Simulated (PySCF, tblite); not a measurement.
**C6H13N+ (doublet): geometry, infrared bands and EPR parameters**

Wanted: the infrared bands and EPR parameters of C6H13N+ (doublet) (`C=C[C@](C)([NH2+])CC`), by calculation.

The runs use tblite 0.8.0 and PySCF 2.14.0, with density-fitted response routines of our own; the level of theory stands in each step. All values are computed, except where a source is named. Atoms are numbered from 0 throughout.

## Step 1: The starting structure

20 atoms, charge 1, multiplicity 2; geometry from: force field or distance geometry start.

Bonds of the start (Å): C0–C1 1.30, C1–C2 1.49, C2–C3 1.53, C2–N4 1.48, C2–C5 1.48, C5–C6 1.49, C0–H7 1.10, C0–H8 1.08, C1–H9 1.11, C3–H10 1.10, C3–H11 1.12, C3–H12 1.11, N4–H13 1.04, N4–H14 1.06, C5–H15 1.11, C5–H16 1.13, C6–H17 1.09, C6–H18 1.12, C6–H19 1.14.

## Step 2: Relaxing the molecule with GFN2-xTB

Job settings and geometry (Å):

```
{"job": {"kind": "relax", "xc": "GFN2-xTB", "basis": "xTB"}, "charge": 1, "multiplicity": 2}
C     -0.495700     1.814200    -1.009300
C     -1.039500     0.907800    -0.245400
C     -0.367800    -0.312300     0.272300
C     -1.224400    -1.474400    -0.242100
N     -0.476500    -0.415000     1.740800
C      0.995200    -0.572700    -0.228400
C      2.036100     0.450200     0.051800
H     -1.107100     2.680300    -1.306700
H      0.515500     1.805800    -1.390100
H     -2.088700     1.060500     0.071300
H     -1.025700    -1.544800    -1.324500
H     -0.910800    -2.423500     0.265900
H     -2.302100    -1.257400    -0.079000
H     -1.359000    -0.920000     1.947400
H     -0.583300     0.574500     2.117200
H      0.947400    -0.819300    -1.312500
H      1.327900    -1.542700     0.241900
H      1.733200     1.329100     0.618100
H      2.586000     0.718200    -0.882200
H      2.834200    -0.047900     0.690500
```

Run with:

```sh
OMP_NUM_THREADS=1 python probes_run.py task.json out
```

The driver reads the jobs from task.json and runs them one after another.

**Question.** This job is followed by: GFN2-xTB harmonic vibrations, gas phase; UKS B3LYP, pcH-1 on C H N, non-relativistic, mean-field spin-orbit, GIAO. What will the session give for the following? strongest single infrared mode (GFN2-xTB); zero-point energy (GFN2-xTB); g(iso) (B3LYP); ⟨S²⟩; largest a(iso) (averaged by class).

**Answer**, as computed:

| quantity | value |
| --- | --- |
| strongest single infrared mode (GFN2-xTB) | 336 cm⁻¹, 176 km/mol |
| zero-point energy (GFN2-xTB) | 109.6 kcal/mol |
| g(iso) (B3LYP) | 2.00349 |
| ⟨S²⟩ | 0.754 (exact 0.75) |
| largest a(iso) (averaged by class) | 13C on C5, 89.9 MHz |

**Reading.** The optimisation took 182 steps and gained 1.141 eV; among the close pairs (by a distance rule), C2–C5 changed most, from 1.475 to 1.638 Å. No mode is imaginary among the 54: a minimum at this level. The strongest single mode, at 336 cm⁻¹, is spread over many atoms; the largest shares are those of H13, H14. GFN2-xTB is a fitted tight-binding method: band positions and strengths are rough. Its intensities can rank the bands wrongly. N4 carries the largest spin population, 0.56 e. The isotropic g lies 1.2 ppt above the free-electron value. These values are for one conformer; the search (at its own cheap level) found 2 more, at 0.31, 0.40 kcal/mol, and measured spectra average over such forms.
